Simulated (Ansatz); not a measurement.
# CH5FSeSi2: up Jacob's ladder to CCSD(T)

Aim: compute CH5FSeSi2 with functionals from several rungs and with coupled cluster, and see how far each lands from CCSD(T) at the basis-set limit for the atomisation energy.

Method: functionals in def2-TZVPP, the program's frozen cores in correlated methods; program: Ansatz 0.2.0, Gaussian basis.

The runs, in order: PBE-D4, r2SCAN-D4, PBE0-D4, B3LYP-D4, ωB97X-V, ωB97M-V, B2PLYP; CCSD(T)/def2-TZVPP; MP2/def2-QZVPP; extrapolation to the limit.

## (1) The geometry

An earlier PBE0-D4 in a triple-zeta def2 set relaxation fixed the geometry.

SMILES `F[SiH]1C[SiH2][Se]1`, 10 atoms, charge 0, spin multiplicity 1.

Atoms are counted from 1 here; the program's logs count them from 0.

Bond lengths: F1–Si2 1.598 Å, Si2–C3 1.865 Å, Si2–Se5 2.271 Å, Si2–H6 1.481 Å, C3–Si4 1.882 Å, C3–H7 1.092 Å, C3–H8 1.092 Å, Si4–Se5 2.298 Å, Si4–H9 1.485 Å, Si4–H10 1.484 Å. Angles: F1–Si2–C3 111.8°, F1–Si2–Se5 112.3°, F1–Si2–H6 105.8°, C3–Si2–Se5 96.7°, C3–Si2–H6 117.0°, Se5–Si2–H6 113.3°, Si2–C3–Si4 94.2°, Si2–C3–H7 112.2°, Si2–C3–H8 114.0°, Si4–C3–H7 113.2°, Si4–C3–H8 113.7°, H7–C3–H8 109.0°, C3–Si4–Se5 95.3°, C3–Si4–H9 114.5°, C3–Si4–H10 113.8°, Se5–Si4–H9 112.1°, Se5–Si4–H10 111.5°, H9–Si4–H10 109.1° and more.

## (2) PBE-D4 (GGA)

The input, in.yaml:

```yaml
crystal:
  periodic: [false, false, false]
  atoms:
    - {symbol: F, position_ang: [-1.969756, 1.426681, 0.922337]}
    - {symbol: Si, position_ang: [-0.415890, 1.112137, 0.722412]}
    - {symbol: C, position_ang: [-0.091878, -0.719693, 0.587428]}
    - {symbol: Si, position_ang: [0.571266, -0.612131, -1.170971]}
    - {symbol: Se, position_ang: [0.312963, 1.663524, -1.356823]}
    - {symbol: H, position_ang: [0.285755, 1.842152, 1.802683]}
    - {symbol: H, position_ang: [-1.008245, -1.308560, 0.666686]}
    - {symbol: H, position_ang: [0.636091, -1.096037, 1.308515]}
    - {symbol: H, position_ang: [-0.232274, -1.348938, -2.178781]}
    - {symbol: H, position_ang: [1.995267, -1.010438, -1.300488]}
basis:
  gaussian: {orbitals: def2-TZVPP}
hamiltonian: {xc: pbe, dispersion: d4}
output: {forces: true, orbitals: {seedname: orbitals}}
```

The run is started by

```sh
$ ansatz run in.yaml --threads 4 --pin off --events-out ev --progress --plain --max-ram 10444MiB
```

Further steps of the session: r2SCAN-D4 (meta-GGA); PBE0-D4 (hybrid); B3LYP-D4 (hybrid); ωB97X-V (range-separated); ωB97M-V (range-separated); B2PLYP (double hybrid); CCSD(T) in def2-TZVPP; MP2 in def2-QZVPP.

**Question.** What will the summary of the whole plan be? Wanted: atomisation energy, CCSD(T)/CBS; farthest; mean size of error, hybrid; mean size of error, range-separated; gap, smallest and largest; T1 diagnostic; triples share of the correlation energy.

As calculated:

```
                               quantity                                         value
        atomisation energy, CCSD(T)/CBS                                859.7 kcal/mol
functionals within 8.6 kcal/mol (1.0 %)  PBE-D4, r2SCAN-D4, PBE0-D4, ωB97X-V, ωB97M-V
                               farthest                       B2PLYP (-17.9 kcal/mol)
             mean size of error, hybrid                                  8.5 kcal/mol
    mean size of error, range-separated                                  2.6 kcal/mol
              gap, smallest and largest          4.87 eV (PBE-D4), 11.03 eV (ωB97X-V)
                          T1 diagnostic                                        0.0110
triples share of the correlation energy                                         3.7 %
```

PBE-D4 is off by +1.9 kcal/mol. Double hybrids carry the basis error of their MP2 part in triple zeta, and no dispersion term here, so their miss is partly the set-up's. The reference freezes the cores and leaves out relativity and excitations past (T), and its outer-core shells are covered unevenly, so misses under about 8.6 kcal/mol can't be ranked. All levels share the lack of spin-orbit coupling, which lowers the free heavy atoms and so the true binding. Hartree-Fock recovers 74 % of the binding; the rest is correlation. The gap grows from 4.9 to 11.0 eV across the functionals, mostly with the share of exact exchange. Correlated methods include outer-core shells of Se, which these sets cover unevenly.
